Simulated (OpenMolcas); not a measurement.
**triplet CH7AlOSi: levels of theory compared**

We compute a comparison of 5 runs (UHF/STO-3G, UB3LYP/6-31G*, UB3LYP/cc-pVDZ, UM06-L/cc-pVDZ, ROMP2/cc-pVDZ) of triplet CH7AlOSi. 

The results are computed with OpenMolcas 26.06.

## (1) Starting point

The species is CH7AlOSi (11 atoms), meant as a triplet with charge 0. As SMILES of the parent species, `[CH3][AlH][O][SiH3]`. Geometry: relaxed at PBE0-D4/def2-TZVP. This is one conformer, not always the lowest. That shape belongs to the parent species and isn't relaxed for this state.

Bond lengths: C1–Al2 1.942 Å, Al2–O3 1.688 Å, O3–Si4 1.621 Å, C1–H5 1.093 Å, C1–H6 1.096 Å, C1–H7 1.094 Å, Al2–H8 1.582 Å, Si4–H9 1.488 Å, Si4–H10 1.489 Å, Si4–H11 1.488 Å. Some angles: C1–Al2–O3 119.8°, Al2–O3–Si4 169.7°, C1–Al2–H8 124.0°, O3–Al2–H8 116.2°, Al2–C1–H5 112.4°, Al2–C1–H6 110.3°, Al2–C1–H7 111.7°, O3–Si4–H9 110.1°, O3–Si4–H10 110.8°, O3–Si4–H11 110.2°.

## (2) The energy at UHF/STO-3G (run 1)

Contents of run.inp:

```
* CH7AlOSi Hartree-Fock
&GATEWAY
BasLib
$CurrDir
Coord
11
bohr
C     -2.86501378     2.90413111    -0.80766895
Al    -2.16978354    -0.32484392     0.79255114
O      0.77006340    -1.55581152     0.66216003
Si     3.70518601    -2.30697765     0.21429494
H     -1.50535583     3.35275209    -2.29582827
H     -2.77222822     4.43216365     0.58751585
H     -4.76513340     2.96025597    -1.61949529
H     -4.20747522    -1.92393017     2.28600169
H      5.16178691    -1.97778736     2.59648370
H      4.86321018    -0.68011243    -1.76935057
H      3.90814260    -4.98774313    -0.60754695
Basis
STO-3G
Group
NoSym
&SEWARD
&SCF
UHF
Spin
3
Thresholds
1e-10 1e-07 1e-07 1e-05
PrOrbitals
1 2
```

The basis set STO-3G is read from a file made from the Basis Set Exchange's data (not shown).

Started as:

```
$ export MOLCAS_MEM=1860
$ pymolcas run.inp > run.log
```

Standard output:

```text
--- Start Module: gateway ---
[...]
--- Stop Module: gateway /rc=_RC_ALL_IS_WELL_ ---
--- Start Module: seward ---
[...]
      Basis functions           35
--- Stop Module: seward /rc=_RC_ALL_IS_WELL_ ---
--- Start Module: scf ---
[...]
       Convergence after  34 Iterations
[...]
::    Total SCF energy                               -639.7504175157
[...]
      Total spin, S                                     1.0083103807
[...]
      Total electronic charge=   48.000000
      Total            charge=   -0.000000
[...]
      Dipole Moment (debye):
      Origin of the operator (angstrom)=    0.1396   -0.3654    0.1614
                   X=  6.5625E+00               Y= -2.6710E+00               Z= -4.3317E-01           Total=  7.0985E+00
      Quadrupole Moment (debye*angstrom):
[...]
--- Stop Module: scf /rc=_RC_ALL_IS_WELL_ ---
[...]
```

Wall time 1.6 s (1 thread of Intel Xeon 6975P-C (Granite Rapids), shared host); peak memory 0.37 GiB.

## (3) A single-point energy at UB3LYP/6-31G(d) (spherical functions) (run 2)

Contents of mol.inp:

```
&GATEWAY
  BasLib=$CurrDir
  Coord
  11
  angstrom
  C       -1.516100       1.536800      -0.427400
  Al      -1.148200      -0.171900       0.419400
  O        0.407500      -0.823300       0.350400
  Si       1.960700      -1.220800       0.113400
  H       -0.796600       1.774200      -1.214900
  H       -1.467000       2.345400       0.310900
  H       -2.521600       1.566500      -0.857000
  H       -2.226500      -1.018100       1.209700
  H        2.731500      -1.046600       1.374000
  H        2.573500      -0.359900      -0.936300
  H        2.068100      -2.639400      -0.321500
  Basis=6-31Gs
  Group=NoSym

&SEWARD
  GridInput
  Grid=UltraFine
  End of Grid

&SCF
  UHF
  Spin=3
  KSDFT=B3LYP
  Thresholds=1e-10 1e-07 1e-07 1e-05
  PrOrbitals=0
```

The basis set 6-31G* is read from a file made from the Basis Set Exchange's data (not shown).

Started as:

```
$ export MOLCAS_MEM=1860
$ pymolcas mol.inp > mol.log
```

Standard output:

```text
--- Start Module: gateway ---
[...]
--- Stop Module: gateway /rc=_RC_ALL_IS_WELL_ ---
--- Start Module: seward ---
[...]
      Basis functions           78
--- Stop Module: seward /rc=_RC_ALL_IS_WELL_ ---
[...]
--- Start Module: scf ---
[...]
       Convergence after  26 Iterations
[...]
::    Total KS-DFT energy                            -649.3555246952
[...]
      Total spin, S                                     1.0016671523
[...]
      Total electronic charge=   48.000000
      Total            charge=   -0.000000
[...]
      Dipole Moment (debye):
      Origin of the operator (angstrom)=    0.1396   -0.3654    0.1614
                   X=  8.8620E-02               Y=  1.9024E+00               Z= -9.1855E-01           Total=  2.1144E+00
      Quadrupole Moment (debye*angstrom):
[...]
--- Stop Module: scf /rc=_RC_ALL_IS_WELL_ ---
[...]
```

Run time: 46 s. Hardware: 1 thread of Intel Xeon 6975P-C (Granite Rapids), shared host; peak memory 0.44 GiB.

## (4) A single-point energy at UB3LYP/cc-pVDZ (run 3)

Contents of struct.xyz:

```xyz
11

C     -1.516100     1.536800    -0.427400
Al    -1.148200    -0.171900     0.419400
O      0.407500    -0.823300     0.350400
Si     1.960700    -1.220800     0.113400
H     -0.796600     1.774200    -1.214900
H     -1.467000     2.345400     0.310900
H     -2.521600     1.566500    -0.857000
H     -2.226500    -1.018100     1.209700
H      2.731500    -1.046600     1.374000
H      2.573500    -0.359900    -0.936300
H      2.068100    -2.639400    -0.321500
```

Contents of test.input:

```
* CH7AlOSi Kohn-Sham DFT

&GATEWAY
 BASLIB=$CurrDir
 COORD=struct.xyz
 BASIS=cc-pVDZ
 GROUP=NoSym

&SEWARD
 GRIDINPUT
 Grid=UltraFine
 End of Grid

&SCF
 UHF
 SPIN=3
 KSDFT=B3LYP
 THRESHOLDS=1e-10 1e-07 1e-07 1e-05
 PRORBITALS=1 1
```

The basis set cc-pVDZ is read from a file made from the Basis Set Exchange's data (not shown).

Started as:

```
$ export MOLCAS_MEM=1860
$ pymolcas test.input > test.log
```

Standard output:

```text
--- Start Module: gateway ---
[...]
--- Stop Module: gateway /rc=_RC_ALL_IS_WELL_ ---
--- Start Module: seward ---
[...]
      Basis functions           99
--- Stop Module: seward /rc=_RC_ALL_IS_WELL_ ---
[...]
--- Start Module: scf ---
[...]
       Convergence after  25 Iterations
[...]
::    Total KS-DFT energy                            -649.3858522391
[...]
      Total spin, S                                     1.0018231895
[...]
      Total electronic charge=   48.000000
      Total            charge=   -0.000000
[...]
      Dipole Moment (debye):
      Origin of the operator (angstrom)=    0.1396   -0.3654    0.1614
                   X=  8.4710E-02               Y=  1.8162E+00               Z= -9.0056E-01           Total=  2.0290E+00
      Quadrupole Moment (debye*angstrom):
[...]
--- Stop Module: scf /rc=_RC_ALL_IS_WELL_ ---
[...]
```

It took 75 s on 1 thread of Intel Xeon 6975P-C (Granite Rapids), shared host; peak memory 0.55 GiB.

Run 4 isn't shown in full; the table further down has it.

## (5) A single-point energy at ROMP2/cc-pVDZ (run 5)

Contents of mol.input:

```
* CH7AlOSi ROMP2

&GATEWAY
  BasLib = $CurrDir
  Coord
  11
  angstrom
  C       -1.516100       1.536800      -0.427400
  Al      -1.148200      -0.171900       0.419400
  O        0.407500      -0.823300       0.350400
  Si       1.960700      -1.220800       0.113400
  H       -0.796600       1.774200      -1.214900
  H       -1.467000       2.345400       0.310900
  H       -2.521600       1.566500      -0.857000
  H       -2.226500      -1.018100       1.209700
  H        2.731500      -1.046600       1.374000
  H        2.573500      -0.359900      -0.936300
  H        2.068100      -2.639400      -0.321500
  Basis = cc-pVDZ
  Group = NoSym

&SEWARD

&SCF
  UHF
  Spin = 3
  Thresholds = 1e-10 1e-07 1e-07 1e-05
  PrOrbitals = 0

&RASSCF
  FileOrb = $Project.UnaOrb
  Spin = 3
  Nactel = 2 0 0
  Inactive = 23
  Ras2 = 2
  OutOrbitals = Canonical
  OrbListing = Nothing

&CASPT2
  IPEA = 0.0
  Frozen = 12
```

The basis set cc-pVDZ is read from a file made from the Basis Set Exchange's data (not shown).

Started as:

```
$ export MOLCAS_MEM=1860
$ pymolcas mol.input > mol.log
```

Standard output:

```text
--- Start Module: gateway ---
[...]
--- Stop Module: gateway /rc=_RC_ALL_IS_WELL_ ---
[...]
      Basis functions           99
[...]
       Convergence after  29 Iterations
[...]
::    Total SCF energy                               -647.5337451987
[...]
      Total spin, S                                     1.0029865534
[...]
--- Start Module: rasscf ---
[...]
      Number of active orbitals                  2
[...]
      Spin quantum number                      1.0
[...]
      Active orbitals                            2
[...]
      Number of CSFs                             1
[...]
      Number of root(s) required                 1
[...]
      Convergence after 12 iterations
[...]
      printout of CI-coefficients larger than  0.05 for root  1
      energy=    -647.530348
      conf/sym  11     Coeff  Weight
             1  uu   1.00000 1.00000
      Natural orbitals and occupation numbers for root  1
      sym 1:   1.000000   1.000000
      ************************************************************************************************************************
      *                                                    Final results                                                     *
[...]
::    RASSCF root number  1 Total energy:   -647.53034782
[...]
      Total electronic charge=   48.000000
      Total            charge=   -0.000000
[...]
      Dipole Moment (debye):
      Origin of the operator (angstrom)=    0.1396   -0.3654    0.1614
                   X= -1.2589E+00               Y=  5.2468E+00               Z= -1.5571E+00           Total=  5.6159E+00
      Quadrupole Moment (debye*angstrom):
[...]
--- Stop Module: rasscf /rc=_RC_ALL_IS_WELL_ ---
[...]
      E2 (Variational):          -0.4925752456
      Total energy:            -648.0229230678
[...]
      Reference weight:           0.84175
[...]
::    CASPT2 Root  1     Total energy:   -648.02292307
[...]
```

Wall time 20 s (1 thread of Intel Xeon 6975P-C (Granite Rapids), shared host); peak memory 0.55 GiB.

## (6) All runs side by side

```csv
run,level,integration grid,frozen core orbitals,energy (Eh),dipole moment (D),⟨S²⟩,wall time
1,UHF/STO-3G,–,–,-639.750418,7.10,2.025,1.6 s
2,UB3LYP/6-31G* (spherical functions),UltraFine,–,-649.355525,2.11,2.005,46 s
3,UB3LYP/cc-pVDZ,UltraFine,–,-649.385852,2.03,2.005,75 s
4,UM06-L/cc-pVDZ,UltraFine,–,-649.323235,1.92,2.005,2 min
5,ROMP2/cc-pVDZ,–,12,-648.022923,–,–,20 s
```

## (7) Outcome

| quantity | value |
| --- | --- |
| run 5: total energy | -648.02292 Eh |

Over runs 1, 2, 3, 4 the dipole moment (its size) runs from 1.92 D (UM06-L/cc-pVDZ) to 7.10 D (UHF/STO-3G). The two ends differ in method and basis. So wide a spread suggests that the runs ended on unlike SCF solutions, not only an effect of the method. Totals of different functionals can't be ranked against each other. In run 1 the basis is minimal, so the values are rough. All runs together took 4.3 min, the longest 2 min.
